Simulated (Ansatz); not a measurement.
# ZrH: a relaxation

Wanted: a converged relaxation for ZrH, and a check of what comes out. The structure is shown as the input types it.

Computed with Ansatz 0.2.0 (DFT, PBEsol, PAW with Ansatz's default frozen-core files, scalar-relativistic; relaxation of cell and atoms, unless a step's input says otherwise).

## Step 1: The starting structure

The structure is tetragonal, space group P4_2/mmc (No. 131). The conventional cell has a = 3.243 Å, b = 3.243 Å, c = 4.948 Å, α = 90.00°, β = 90.00°, γ = 90.00°. Around Zr (site symmetry mmm) lie 4 H at 2.04 Å. H (site symmetry -4m2) is surrounded by 4 Zr at 2.04 Å.

Coordinates:

```
Zr H
1.0
     3.24279    0.00000    0.00000
     0.00000    3.24279    0.00000
     0.00000    0.00000    4.94800
Zr H
2 2
Direct
  0.00000 0.50000 0.00000
  0.50000 0.00000 0.50000
  0.00000 0.00000 0.75000
  0.00000 0.00000 0.25000
```

## Step 2: Input and run

File input.yaml:

```yaml
crystal:
  lattice:
    - [3.2427916985, 0.0, 0.0]
    - [0.0, 3.2427916985, 0.0]
    - [0.0, 0.0, 4.948]
  atoms:
    - { symbol: Zr, position: [0.0, 0.5, 0.0] }
    - { symbol: Zr, position: [0.5, 0.0, 0.5] }
    - { symbol: H, position: [0.0, 0.0, 0.75] }
    - { symbol: H, position: [0.0, 0.0, 0.25] }
kpoints:
  mp_grid: { grid: [10, 10, 8] }
scf:
  occupations: { method: fermi_dirac, width: 0.08 }
  convergence: { dr2_threshold: -1.0e-06 }
  max_iter: 50
hamiltonian:
  xc: pbesol
  pseudopotentials: { kind: paw }
relax:
  f_tol: 0.002
  max_steps: 80
  cell: {}
output:
  forces: true
  stress: true
```

Launch:

```
$ ansatz run input.yaml --threads 2 --pin off --max-ram 6144MiB --backend cpu --events-out ev --progress --plain --runs-dir out
```

Q: Will this input give a usable result? If not, why, and what should change?

The program refused the input before any cycle. It says: «invalid value for `scf.convergence.dr2_threshold`: must be finite and > 0; got -0.000001 eV»

The suspect setting: scf.convergence.dr2_threshold is -1.0e-06. The program checks this value's range before starting, and it fails the check.

Remedy: delete scf.convergence.dr2_threshold (the default then holds).
